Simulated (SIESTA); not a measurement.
SrLiAlO3 under changes of volume

One of the cells (11.252 Å³/atom); the others are scaled copies at fixed shape and fractional positions:

```
CELL_PARAMETERS angstrom
2.62806 -2.63878 0.00000
2.62806 2.63878 0.00000
-1.93171 0.00000 4.86768
ATOMIC_POSITIONS crystal
Sr 0.91697 0.91697 0.08117
Al 0.55317 0.55317 0.42817
O 0.08313 0.59554 0.50646
O 0.40544 0.40544 0.05717
O 0.59554 0.08313 0.50646
Li 0.17908 0.17908 0.67056
```

The cell comes from a database or a generator and needn't be the stable form of this composition.

- Program: SIESTA 5.4.2
- Functional: PBE
- Potentials or basis: PseudoDojo 0.4 standard (PBE files)
- Basis: DZP (energy shift 0.003 Ry; two zetas on semicore shells; d shell added on Sr)
- Grid cutoff: 800 Ry
- Energy shift: 0.003 Ry
- k mesh: 8 × 8 × 6
- Occupations: fermi-dirac, width 0.05 eV
- Spin: no spin polarisation

```csv
volume (Å³/atom),energy over the lowest point (meV/atom),pressure (GPa),gap on the mesh (eV),largest force (eV/Å)
10.370,42.26,14.5,3.46,0.842
10.590,24.93,10.7,3.30,0.625
10.811,12.51,7.4,3.15,0.434
11.252,0.46,1.6,2.87,0.098
11.473,0.00,-0.9,2.74,0.097
11.694,?,?,?,?
```

**Question.** What does the run at 11.694 Å³/atom give?

**Answer.** Energy over the lowest point 2.78 meV/atom; pressure -3.1 GPa; gap on the mesh 2.61 eV; largest force 0.236 eV/Å.

Worked out: A Birch-Murnaghan fit of order 3 (a polynomial in V^(-2/3)) to the other rows has its minimum at 11.39 Å³/atom with B0 = V·E''(V) = 125 GPa and B' = 4.6 at fixed shape and positions, which overstates the stiffness. It gives 2.73 meV/atom at 11.694 Å³/atom, against the run's 2.78, and -dE/dV = -3.1 GPa, against -3.1. A straight line through the other rows of the gap, of slope -7.11 eV per unit of ln V, extrapolates to 2.60 eV, against the run's 2.61.

Energies are extrapolated to zero smearing.

Caveats: the basis of atomic orbitals isn't converged, which shifts pressures, moduli and gaps.

A mesh can miss the band edges. Spin-orbit coupling on Sr is left out.
